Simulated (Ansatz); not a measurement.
# GaH5N2: the cost of one run

Program: Ansatz 0.2.0. Level of theory: RKS r2SCAN-D4/def2-SVP. These are calculated values, not measurements.

### 1 The structure to begin with

Bond lengths: Ga1–H2 1.770 Å, Ga1–N3 2.130 Å, N3–H4 1.060 Å, N3–H5 1.060 Å, Ga1–N6 1.930 Å, N6–H7 1.060 Å, N6–H8 1.060 Å. Angles: H2–Ga1–N3 42.8°, H2–Ga1–N6 156.5°, N3–Ga1–N6 160.7°, Ga1–N3–H4 112.9°, Ga1–N3–H5 111.7°, H4–N3–H5 120.0°, Ga1–N6–H7 120.0°, Ga1–N6–H8 120.0°, H7–N6–H8 120.0°.

Structure file:

```xyz
8

Ga    0.0000    0.0000    0.0000
H     1.0535    0.0000    1.4223
N     2.0931    0.0000    0.3944
H     2.5598   -0.9179    0.1426
H     2.5445    0.9179    0.1162
N    -1.6714    0.0000   -0.9650
H    -2.3403   -0.8164   -0.8664
H    -1.9204    0.8164   -1.5936
```

### 2 A restrained relaxation towards end A

Springs on the bonds that form and break draw the guess towards this end; the thresholds are loose.

input.yaml reads:

```yaml
crystal:
  periodic: [false, false, false]
  atoms:
    - { symbol: Ga, position_ang: [0.0, 0.0, 0.0] }
    - { symbol: H, position_ang: [1.0535, 0.0, 1.4223] }
    - { symbol: "N", position_ang: [2.0931, 0.0, 0.3944] }
    - { symbol: H, position_ang: [2.5598, -0.9179, 0.1426] }
    - { symbol: H, position_ang: [2.5445, 0.9179, 0.1162] }
    - { symbol: "N", position_ang: [-1.6714, 0.0, -0.965] }
    - { symbol: H, position_ang: [-2.3403, -0.8164, -0.8664] }
    - { symbol: H, position_ang: [-1.9204, 0.8164, -1.5936] }
basis:
  gaussian: { orbitals: def2-SVP }
hamiltonian:
  xc: r2scan
  dispersion: d4
relax:
  f_tol: 0.15
  max_steps: 25
  restrain:
    - { distance: [1, 2], at: 2.26, k: 30.0 }
    - { distance: [0, 1], at: 1.57, k: 30.0 }
    - { distance: [0, 2], at: 1.93, k: 30.0 }
output:
  orbitals: {}
```

Command:

```sh
$ ansatz run input.yaml --threads 2 --pin off --max-ram 3072MiB --backend cpu --events-out ev --progress --plain --runs-dir out
```

What time and memory should one allow on 2 threads of AMD EPYC 7R43 (Zen 3), shared host?

About 32 s, with a peak of 0.16 GiB.
